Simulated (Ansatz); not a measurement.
# BrClFH3O2Ti: the cost of one run

Method: RKS PBE/def2-SVP, in Ansatz 0.2.0.

## (1) The system as given

Bond lengths: Ti1–Cl2 2.720 Å, Ti1–O3 1.920 Å, O3–H4 1.010 Å, Ti1–F5 1.829 Å, Ti1–O6 1.919 Å, O6–H7 1.010 Å, Ti1–Br8 2.850 Å, Br8–H9 1.786 Å. Angles: Cl2–Ti1–O3 109.5°, Cl2–Ti1–F5 109.5°, Cl2–Ti1–O6 109.5°, Cl2–Ti1–Br8 71.6°, O3–Ti1–F5 109.5°, O3–Ti1–O6 109.5°, O3–Ti1–Br8 67.1°, F5–Ti1–O6 109.5°, F5–Ti1–Br8 72.9°, O6–Ti1–Br8 176.5°, Ti1–O3–H4 109.5°, Ti1–O6–H7 109.5°, Ti1–Br8–H9 66.9°.

As a file:

```xyz
9

Ti    0.0000    0.0000    0.0000
Cl    0.0000    0.0000    2.7200
O     1.8106    0.0000   -0.6394
H     2.1269   -0.9521   -0.7560
F    -0.8619    1.4933   -0.6094
O    -0.9043   -1.5667   -0.6394
H    -1.3590   -2.0324    0.1330
Br    1.4947    2.2541    0.8987
H     0.8411    1.2685    2.2375
```

## (2) Pulling towards end A

Springs on the bonds that form and break draw the guess towards this end; the thresholds are loose.

File input.yaml:

```yaml
crystal:
  periodic: [false, false, false]
  atoms:
    - { symbol: Ti, position_ang: [0.0, 0.0, 0.0] }
    - { symbol: Cl, position_ang: [0.0, 0.0, 2.72] }
    - { symbol: O, position_ang: [1.8106, 0.0, -0.6394] }
    - { symbol: H, position_ang: [2.1269, -0.9521, -0.756] }
    - { symbol: F, position_ang: [-0.8619, 1.4933, -0.6094] }
    - { symbol: O, position_ang: [-0.9043, -1.5667, -0.6394] }
    - { symbol: H, position_ang: [-1.359, -2.0324, 0.133] }
    - { symbol: Br, position_ang: [1.4947, 2.2541, 0.8987] }
    - { symbol: H, position_ang: [0.8411, 1.2685, 2.2375] }
basis:
  gaussian: { orbitals: def2-SVP }
hamiltonian:
  xc: pbe
relax:
  f_tol: 0.15
  max_steps: 25
  restrain:
    - { distance: [0, 7], at: 3.75, k: 30.0 }
    - { distance: [8, 1], at: 2.57, k: 30.0 }
    - { distance: [0, 1], at: 2.37, k: 30.0 }
    - { distance: [8, 7], at: 1.55, k: 30.0 }
output:
  orbitals: {}
```

Started as:

```bash
$ ansatz run input.yaml --threads 4 --pin off --max-ram 5120MiB --backend cpu --events-out ev --progress --plain --runs-dir out
```

What time and memory should one allow on 4 threads of AMD EPYC 9R45 (Zen 5), shared host?

About 15 s, with a peak of 0.25 GiB.
